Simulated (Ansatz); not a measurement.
## C2H6FSi, SMILES C[Si](C)F: a single point in a Gaussian basis, step by step

Program: Ansatz's Python interface.

Notebook, run cell by cell (the value of a cell's last expression is shown):

**Cell 1**
```python
from pathlib import Path

import ansatz
import numpy as np
import pandas as pd
```

**Cell 2**
```python
config = {
    "basis_set": "cc-pVDZ",
    "functional": "pbe0",
}
```

**Cell 3**
```python
GEOMETRY = """
C    -0.69690    1.15520   -0.62900
Si    0.04250   -0.46740   -0.74010
C     0.93730   -0.90450    0.78270
F    -1.03160   -1.54720   -0.97040
H    -1.28450    1.42750   -1.58030
H    -1.46040    1.26610    0.18500
H     0.02770    1.98720   -0.48030
H     1.80860   -0.17000    0.99150
H     0.31120   -0.90270    1.70940
H     1.42920   -1.89540    0.73440
"""
```

**Cell 4**
```python
system = ansatz.Crystal.molecule()
for line in GEOMETRY.strip().splitlines():
    symbol, *xyz = line.split()
    system = system.atom(symbol, [float(v) for v in xyz])
```

**Cell 5**
```python
calculation = system.calculation()
calculation = calculation.basis(gaussian=config["basis_set"])
calculation = calculation.functional(config["functional"])
calculation = calculation.spin("collinear", total=1)
calculation = calculation.forces()
calculation = calculation.orbitals()
result = calculation.run(threads=1, runs_dir="runs")
rep = result.report
```

**Cell 6**
```python
rep["positions_ang"]
```
Output:
```text
[[-0.6969, 1.1552, -0.629], [0.0425, -0.4674, -0.7401], [0.9373, -0.9045, 0.7827],
 [-1.0316, -1.5472, -0.9704], [-1.2845, 1.4275, -1.5803], [-1.4604, 1.2661, 0.185],
 [0.0277, 1.9872, -0.4803], [1.8086, -0.17, 0.9915], [0.3112, -0.9027, 1.7094],
 [1.4292, -1.8954, 0.7344]]
```

**Cell 7**
```python
rep["reference_energy_ev"]
```
Output:
```text
-12758.05484474849
```

**Cell 8**
```python
print(f"E = {rep['free_energy_ev']:.6f} eV = {rep['free_energy_ev'] / 27.211386246:.7f} Ha")
print("converged:", rep["converged"], " doubts:", rep["published_state_doubts"] or "none")
```
Output:
```text
E = -12758.054845 eV = -468.8498678 Ha
converged: True  doubts: none
```

**Cell 9**
```python
symbols = [site.symbol for site in system.cartesian_sites]
forces = np.array(rep["forces_ev_ang"])
print("largest force", round(float(np.linalg.norm(forces, axis=1).max()), 4), "eV/A, rms", round(float(np.sqrt((forces ** 2).mean())), 4))
```
Output:
```text
largest force 5.0019 eV/A, rms 1.53
```

**Cell 10**
```python
charges = rep["charge_distribution"]
table = pd.DataFrame({"atom": symbols, "mulliken": charges["mulliken_charges_e"], "lowdin": charges["lowdin_charges_e"]})
print(table.round(3).to_string())
print("dipole (e A):", np.round(charges["dipole_moment_e_ang"], 4) + 0.0)

lines = Path(rep["orbitals_path"]).read_text().splitlines()
field_of = lambda key: [line.split("=")[1].strip() for line in lines if line.startswith(key)]
orbitals = [(27.211386 * float(e), s, float(n)) for e, s, n in zip(field_of("Ene="), field_of("Spin="), field_of("Occup="))]
homo = max(e for e, _, n in orbitals if n > 0.5)
lumo = min(e for e, _, n in orbitals if n < 0.5)
for e, spin, n in sorted(orbitals):
    if homo - 6 < e < lumo + 5:
        print(f"{spin:6s} {e:10.3f} eV  occupation {n:.0f}")
```
Output:
```text
  atom  mulliken  lowdin
0    C    -0.287  -0.129
1   Si     0.445  -0.101
2    C    -0.294  -0.133
3    F    -0.294   0.122
4    H     0.079   0.051
5    H     0.068   0.037
6    H     0.072   0.039
7    H     0.069   0.052
8    H     0.068   0.033
9    H     0.074   0.030
dipole (e A): [0.1115 0.2726 0.1813]
Alpha     -11.360 eV  occupation 1
Beta      -11.192 eV  occupation 1
Alpha     -11.077 eV  occupation 1
Alpha     -10.965 eV  occupation 1
Beta      -10.961 eV  occupation 1
Beta      -10.850 eV  occupation 1
Alpha     -10.589 eV  occupation 1
Beta      -10.545 eV  occupation 1
Alpha      -9.006 eV  occupation 1
Beta       -8.831 eV  occupation 1
Alpha      -5.362 eV  occupation 1
Beta       -1.403 eV  occupation 0
Alpha       1.674 eV  occupation 0
Beta        1.826 eV  occupation 0
Alpha       1.863 eV  occupation 0
Beta        2.219 eV  occupation 0
Alpha       2.278 eV  occupation 0
Beta        2.578 eV  occupation 0
Alpha       3.001 eV  occupation 0
Beta        3.189 eV  occupation 0
Alpha       3.341 eV  occupation 0
Beta        3.497 eV  occupation 0
```

Total energies depend on the basis set; only differences at equal settings carry meaning. The geometry is a force-field or estimated start, not a minimum of this method, and the basis set is short of its limit. The run takes the species as open-shell (spin multiplicity 2), which needn't be its ground state. The Löwdin charges here are taken after orthogonalising the functions within each atom; they differ from plain Löwdin charges, and their signs can be unphysical. Levels such as HOMO and LUMO are orbital energies: with these approximate functionals they aren't the ionisation energy and electron affinity, and their gap isn't the fundamental gap. It ran for 3.8 s on 1 thread of INTEL(R) XEON(R) PLATINUM 8581C CPU @ 2.30GHz (Emerald Rapids), on a shared host, peak memory 0.34 GiB.
